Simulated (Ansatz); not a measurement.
**C2H6FSi radical: how energies converge with the basis set**

One table from this session's results is given with a row withheld; the runs are named, their logs left out.

Program: Ansatz 0.2.0, Gaussian basis. Level of theory: one geometry, several basis sets. These are calculated values, not measurements.

The runs, in order: PBE0-D4/def2-SVP; ωB97M-V/def2-SVP; PBE0-D4/def2-QZVPP; ωB97M-V/def2-QZVPP; the functionals' def2-TZVPP values are taken from earlier runs.

**Structure used throughout**

All runs share one geometry, relaxed beforehand with PBE0-D4 in a triple-zeta def2 set.

SMILES `C[Si](C)F`, 10 atoms, charge 0, spin multiplicity 2.

Atoms are counted from 1 here; the program's logs count them from 0.

Bond lengths: C1–Si2 1.868 Å, C1–H5 1.091 Å, C1–H6 1.095 Å, C1–H7 1.093 Å, Si2–C3 1.868 Å, Si2–F4 1.614 Å, C3–H8 1.093 Å, C3–H9 1.095 Å, C3–H10 1.091 Å. Angles: Si2–C1–H5 111.3°, Si2–C1–H6 109.9°, Si2–C1–H7 110.4°, H5–C1–H6 108.3°, H5–C1–H7 108.3°, H6–C1–H7 108.4°, C1–Si2–C3 112.3°, C1–Si2–F4 107.4°, C3–Si2–F4 107.4°, Si2–C3–H8 110.5°, Si2–C3–H9 110.0°, Si2–C3–H10 111.3°, H8–C3–H9 108.4°, H8–C3–H10 108.3°, H9–C3–H10 108.3°.

As a file:

```xyz
10

C    -0.73450    1.21005   -0.65141
Si    0.08684   -0.46438   -0.75468
C     0.99290   -0.90853    0.81719
F    -1.07929   -1.56067   -0.96450
H    -1.28540    1.43833   -1.56558
H    -1.43708    1.23047    0.18876
H     0.01216    1.99260   -0.49642
H     1.79380   -0.19128    1.01209
H     0.29999   -0.89284    1.66546
H     1.43368   -1.90493    0.75199
```

The first run:

The input, in.yaml:

```yaml
crystal:
  periodic: [false, false, false]
  atoms:
    - {symbol: C, position_ang: [-0.734500, 1.210047, -0.651410]}
    - {symbol: Si, position_ang: [0.086836, -0.464382, -0.754683]}
    - {symbol: C, position_ang: [0.992897, -0.908533, 0.817190]}
    - {symbol: F, position_ang: [-1.079285, -1.560671, -0.964502]}
    - {symbol: H, position_ang: [-1.285398, 1.438327, -1.565582]}
    - {symbol: H, position_ang: [-1.437082, 1.230466, 0.188762]}
    - {symbol: H, position_ang: [0.012161, 1.992598, -0.496419]}
    - {symbol: H, position_ang: [1.793803, -0.191281, 1.012095]}
    - {symbol: H, position_ang: [0.299988, -0.892843, 1.665460]}
    - {symbol: H, position_ang: [1.433679, -1.904929, 0.751988]}
basis:
  gaussian: {orbitals: def2-SVP}
magnetization: {spin_polarized: true, initial_magnetization: 1}
hamiltonian: {xc: pbe0, dispersion: d4}
output: {orbitals: {seedname: orbitals}}
```

On the command line:

```console
$ ansatz run in.yaml --threads 4 --pin off --events-out ev --progress --plain --max-ram 10444MiB
```

Among the steps run: PBE0-D4 in def2-SVP; ωB97M-V in def2-SVP; PBE0-D4 in def2-QZVPP; ωB97M-V in def2-QZVPP.

One table of the session follows, with a row left open; its other results are not shown here.

It belongs to the step «Functionals by basis». 

| functional | basis | HOMO (eV) | LUMO (eV) |
| --- | --- | --- | --- |
| PBE0-D4 | def2-SVP | -5.63 | -1.73 |
| PBE0-D4 | def2-TZVPP | -5.70 | -1.76 |
| PBE0-D4 | def2-QZVPP | -5.74 | -1.83 |
| ωB97M-V | def2-SVP | ? | ? |
| ωB97M-V | def2-TZVPP | -7.46 | -0.22 |
| ωB97M-V | def2-QZVPP | -7.50 | -0.34 |

Q: Estimate the row for ωB97M-V, def2-SVP from the others.

As computed: HOMO (eV): -7.37; LUMO (eV): -0.12. In the column «HOMO (eV)» it lies between ωB97M-V, def2-TZVPP (-7.46) and PBE0-D4, def2-QZVPP (-5.74).
